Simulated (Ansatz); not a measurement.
# UCAM-B3LYP/STO-3G run of BNH2Cl (SMILES N[B]Cl)

What is the electronic atomisation energy of BNH2Cl at UCAM-B3LYP/STO-3G? 

Program for the calculation: Ansatz 0.2.0.

76 further runs of the same task are left out: 76 set aside as unsound or not needed.

## 1. Starting point

The species is BNH2Cl (5 atoms), meant as a doublet with charge 0. SMILES: `N[B]Cl`. The coordinates come from a PBE0-D4/def2-TZVP relaxation. This is one conformer, not always the lowest.

Bond lengths: N1–B2 1.376 Å, B2–Cl3 1.746 Å, N1–H4 1.005 Å, N1–H5 1.010 Å. Angles: N1–B2–Cl3 124.3°, B2–N1–H4 122.3°, B2–N1–H5 123.4°, H4–N1–H5 114.3°.

## 2. The energy at UCAM-B3LYP/STO-3G

run.yaml

```yaml
crystal:
  periodic: [false, false, false]
  atoms:
    - {symbol: "N", position_ang: [-0.334000, 0.412100, -0.256700]}
    - {symbol: B, position_ang: [-0.098400, -0.544600, 0.704400]}
    - {symbol: Cl, position_ang: [1.343200, -1.526200, 0.784600]}
    - {symbol: H, position_ang: [-1.176700, 0.959900, -0.273100]}
    - {symbol: H, position_ang: [0.315800, 0.625100, -1.000600]}
basis:
  gaussian: {orbitals: STO-3G}
magnetization: {spin_polarized: true, initial_magnetization: 1}
hamiltonian: {xc: {name: CAM-B3LYP}}
accuracy: high
```

Launch:

```sh
$ ansatz run run.yaml --threads 1 --pin off --max-ram 2610MiB --events-out events.jsonl --progress --plain --runs-dir runs
```

The log of the run:

```text
Warning: RAYON_NUM_THREADS=1 ignored (pool sized by the plan → 1); use --threads N
Functional definition: CAM-B3LYP
  name "CAM-B3LYP"
  parameter alpha = 0.19
  parameter beta = 0.46
  parameter omega = 0.33/bohr
  parameter ac = 0.81
  exchange = (1 - alpha - beta)*b88_x + beta*b88_x_sr(omega) + alpha*exact_x + beta*exact_x_lr(omega)
  correlation = (1 - ac)*vwn5_c + ac*lyp_c
372 factors; integrals over basis functions are off by at most 2.5e-8 eV
166 factors; integrals over basis functions are off by at most 9.3e-10 eV
mean field evaluation 1: about -14553.8838 eV, gradient 9.9e0 eV
mean field evaluation 2: about -14554.5605 eV, gradient 6.8e0 eV
mean field evaluation 4: about -14554.8547 eV, gradient 4.8e-1 eV
mean field evaluation 8: about -14554.8368 eV, gradient 1.4e-2 eV
mean field evaluation 16: about -14554.8368 eV, gradient 1.2e-7 eV
mean field -14554.83677926 eV, -534.8803860150 hartree, gradient 2.6e-8 eV, S^2 0.753351; 0 other end points of the search recorded, 0 dependent functions left out
reference -14554.83679269 eV, -534.8803865086 hartree; 16, 15 occupied and 5, 6 virtual orbitals, 372 factors
Total energy: -14554.83679269 eV, -534.8803865086 hartree
```

Run time: 2.4 s. Hardware: 1 thread of Arm Neoverse V1, shared host; peak memory 0.13 GiB.

## 3. The B atom at the same level

job.yaml

```yaml
crystal:
  periodic: [false, false, false]
  atoms:
    - symbol: B
      position_ang: [0.000000, 0.000000, 0.000000]
basis:
  gaussian:
    orbitals: STO-3G
magnetization:
  spin_polarized: true
  initial_magnetization: 1
hamiltonian:
  xc: {name: CAM-B3LYP}
accuracy: high
```

Launch:

```sh
$ ansatz run job.yaml --threads 1 --pin off --max-ram 2610MiB --events-out events.jsonl --progress --plain --runs-dir runs
```

The log of the run:

```text
Warning: RAYON_NUM_THREADS=1 ignored (pool sized by the plan → 1); use --threads N
[... 8 set-up lines as earlier in the session ...]
15 factors; integrals over basis functions are off by at most 8.9e-10 eV
15 factors; integrals over basis functions are off by at most 3.4e-10 eV
mean field evaluation 1: about -660.0554 eV, gradient 2.8e-7 eV
mean field evaluation 2: about -660.0555 eV, gradient 7.5e-7 eV
mean field evaluation 4: about -660.0555 eV, gradient 2.3e-8 eV
mean field -660.05548900 eV, -24.2565918192 hartree, gradient 0.0e0 eV, S^2 0.750000; 0 other end points of the search recorded, 0 dependent functions left out
reference -660.05549763 eV, -24.2565921361 hartree; 3, 2 occupied and 2, 3 virtual orbitals, 15 factors
Total energy: -660.05549763 eV, -24.2565921361 hartree
```

It took 0.28 s on 1 thread of Arm Neoverse V1, shared host.

## 4. The Cl atom

job.yaml

```yaml
basis:
  gaussian:
    orbitals: STO-3G
crystal:
  periodic: [false, false, false]
  atoms:
    - symbol: Cl
      position_ang: [0.000000, 0.000000, 0.000000]
accuracy: high
magnetization:
  spin_polarized: true
  initial_magnetization: 1
hamiltonian:
  xc: {name: CAM-B3LYP}
```

Launch:

```sh
$ ansatz run job.yaml --threads 1 --pin off --max-ram 2610MiB --events-out events.jsonl --progress --plain --runs-dir runs
```

The log of the run:

```text
Warning: RAYON_NUM_THREADS=1 ignored (pool sized by the plan → 1); use --threads N
[... 8 set-up lines as earlier in the session ...]
42 factors; integrals over basis functions are off by at most 4.6e-9 eV
23 factors; integrals over basis functions are off by at most 1.8e-9 eV
mean field evaluation 1: about -12384.2243 eV, gradient 2.5e-1 eV
mean field evaluation 2: about -12384.2244 eV, gradient 8.2e-3 eV
mean field evaluation 4: about -12384.2248 eV, gradient 1.3e-7 eV
mean field evaluation 8: about -12384.2248 eV, gradient 1.0e-12 eV
mean field -12384.22484326 eV, -455.1118686607 hartree, gradient 1.0e-12 eV, S^2 0.750000; 0 other end points of the search recorded, 0 dependent functions left out
reference -12384.22485110 eV, -455.1118689488 hartree; 9, 8 occupied and 0, 1 virtual orbitals, 42 factors
Total energy: -12384.22485110 eV, -455.1118689488 hartree
```

Wall time 0.42 s (1 thread of Arm Neoverse V1, shared host).

## 5. The H atom, same level

in.yaml

```yaml
crystal:
  periodic: [false, false, false]
  atoms:
    - {symbol: H, position_ang: [0.000000, 0.000000, 0.000000]}
basis:
  gaussian: {orbitals: STO-3G}
accuracy: high
magnetization: {spin_polarized: true, initial_magnetization: 1}
hamiltonian: {xc: {name: CAM-B3LYP}}
```

Launch:

```sh
$ ansatz run in.yaml --threads 1 --pin off --max-ram 2610MiB --events-out events.jsonl --progress --plain --runs-dir runs
```

The log of the run:

```text
Warning: RAYON_NUM_THREADS=1 ignored (pool sized by the plan → 1); use --threads N
[... 8 set-up lines as earlier in the session ...]
1 factors; integrals over basis functions are off by at most 4.6e-10 eV
1 factors; integrals over basis functions are off by at most 3.0e-10 eV
mean field evaluation 1: about -12.5879 eV, gradient 0.0e0 eV
mean field evaluation 2: about -12.5879 eV, gradient 0.0e0 eV
mean field -12.58793461 eV, -0.4625980644 hartree, gradient 0.0e0 eV, S^2 0.750000; 0 other end points of the search recorded, 0 dependent functions left out
reference -12.58794100 eV, -0.4625982992 hartree; 1, 0 occupied and 0, 1 virtual orbitals, 1 factors
Total energy: -12.58794100 eV, -0.4625982992 hartree
```

It took 0.12 s on 1 thread of Arm Neoverse V1, shared host.

## 6. The N atom at the same level

molecule.yaml

```yaml
crystal:
  periodic: [false, false, false]
  atoms:
    - {symbol: "N", position_ang: [0.000000, 0.000000, 0.000000]}
basis:
  gaussian: {orbitals: STO-3G}
total_charge: 0
magnetization: {spin_polarized: true, initial_magnetization: 3}
hamiltonian: {xc: {name: CAM-B3LYP}}
accuracy: high
```

Run the same way, it converges to -53.86224 Eh (log not shown).

## 7. Results

Level: UCAM-B3LYP/STO-3G.

| quantity | value |
| --- | --- |
| molecule: total energy | -534.88039 Eh |
| molecule: ⟨S²⟩ | 0.753 |
| B atom: total energy | -24.25659 Eh |
| B atom: ⟨S²⟩ | 0.750 |
| Cl atom: total energy | -455.11187 Eh |
| Cl atom: ⟨S²⟩ | 0.750 |
| H atom: total energy | -0.46260 Eh |
| H atom: ⟨S²⟩ | 0.750 |
| N atom: total energy | -53.86224 Eh |
| N atom: ⟨S²⟩ | 3.750 |
| electronic atomisation energy | 19.714 eV |

In words: Taking the molecule apart into free atoms costs 19.71 eV (455 kcal/mol), before zero-point energy and without spin-orbit coupling. In a minimal basis such a difference can be off by several eV, whatever the method.
